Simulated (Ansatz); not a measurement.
# GeClF: one species, many methods

Aim: compute GeClF with functionals from several rungs and with coupled cluster, and see how far each lands from CCSD(T) at the basis-set limit for the atomisation energy.

Method: functionals in def2-TZVPP, the program's frozen cores in correlated methods; program: Ansatz 0.2.0, Gaussian basis.

Plan: LDA (SPW92), PBE-D4, revPBE-D4, BLYP-D4, r2SCAN-D4, B97M-V, PBE0-D4, B3LYP-D4, r2SCANh-D4, r2SCAN0-D4, HSE06-D4, BHLYP-D4, CAM-B3LYP-D4, LC-ωPBE, ωB97X-V, ωB97M-V, B2PLYP, PBE-QIDH; CCSD(T)/def2-SVP; CCSD(T)/def2-TZVPP; MP2/def2-QZVPP; extrapolation to the limit; RPA on PBE.

## Step 1: Structure used throughout

All runs share one geometry, relaxed beforehand with PBE0-D4 in a triple-zeta def2 set.

SMILES `[F][Ge][Cl]`, 3 atoms, charge 0, spin multiplicity 1.

Atoms are counted from 1 here; the program's logs count them from 0.

Bond lengths: F1–Ge2 1.748 Å, Ge2–Cl3 2.180 Å. Angles: F1–Ge2–Cl3 98.4°.

Coordinates:

```xyz
3
ClFGe
F     0.1104    1.4187    0.2062
Ge   -0.7628    0.0356   -0.4103
Cl    0.6416   -1.5191    0.1910
```

## Step 2: LDA

This LDA is Slater exchange with PW92 correlation.

in.yaml

```yaml
crystal:
  periodic: [false, false, false]
  atoms:
    - {symbol: F, position_ang: [0.110373, 1.418718, 0.206154]}
    - {symbol: Ge, position_ang: [-0.762828, 0.035595, -0.410334]}
    - {symbol: Cl, position_ang: [0.641555, -1.519113, 0.190980]}
basis:
  gaussian: {orbitals: def2-TZVPP}
hamiltonian: {xc: lda}
output: {orbitals: {seedname: orbitals}}
```

The runs that follow: PBE-D4 (GGA); revPBE-D4 (GGA); BLYP-D4 (GGA); r2SCAN-D4 (meta-GGA); B97M-V (meta-GGA); PBE0-D4 (hybrid); B3LYP-D4 (hybrid); r2SCANh-D4 (hybrid); r2SCAN0-D4 (hybrid); HSE06-D4 (hybrid); BHLYP-D4 (hybrid); CAM-B3LYP-D4 (range-separated); LC-ωPBE-D4 (range-separated); ωB97X-V (range-separated); ωB97M-V (range-separated); B2PLYP (double hybrid); PBE-QIDH (double hybrid); CCSD(T) in def2-SVP; CCSD(T) in def2-TZVPP; MP2 in def2-QZVPP; RPA on PBE orbitals.

Q: Predict the results of all the runs planned. Wanted: atomisation energy, CCSD(T)/CBS; farthest beyond LDA; mean size of error, GGA; mean size of error, meta-GGA; mean size of error, hybrid; mean size of error, range-separated; mean size of error, double hybrid; gap, smallest and largest; T1 diagnostic.

**Answer**, as computed:

| quantity | value |
| --- | --- |
| atomisation energy, CCSD(T)/CBS | 226.2 kcal/mol |
| functionals within 2.3 kcal/mol (1.0 %) | revPBE-D4, r2SCAN-D4, ωB97X-V, ωB97M-V |
| farthest beyond LDA | BHLYP-D4 (-17.0 kcal/mol) |
| mean size of error, GGA | 3.8 kcal/mol |
| mean size of error, meta-GGA | 1.8 kcal/mol |
| mean size of error, hybrid | 7.0 kcal/mol |
| mean size of error, range-separated | 2.7 kcal/mol |
| mean size of error, double hybrid | 5.5 kcal/mol |
| gap, smallest and largest | 3.62 eV (LDA (SPW92)), 10.33 eV (LC-ωPBE) |
| T1 diagnostic | 0.0139 |
| triples share of the correlation energy | 3.7 % |

What this shows: The LDA atomisation energy is off by 42.2 kcal/mol (19 %): it overbinds. PBE-D4 is off by +7.9 kcal/mol. Double hybrids carry the basis error of their MP2 part in triple zeta, and no dispersion term here, so their miss is partly the set-up's. Taken by rung, meta-GGA functionals do best (1.8 kcal/mol on average) and hybrid ones worst beyond LDA (7.0 kcal/mol). The gap between the best rungs is small, so their order is not settled. The mean of the hybrids holds BHLYP, with half exact exchange. RPA and LDA stand outside this count. The reference freezes the cores and leaves out relativity and excitations past (T), and its outer-core shells are covered unevenly, so misses under about 2.3 kcal/mol can't be ranked. Hartree-Fock recovers 66 % of the binding; the rest is correlation. CCSD(T) in def2-SVP is off by -25.7 kcal/mol, worse than the median functional, from the basis alone. Orbital gaps span 3.6 to 10.3 eV; exact exchange widens them. Correlated methods include outer-core shells of Ge, which these sets cover unevenly.
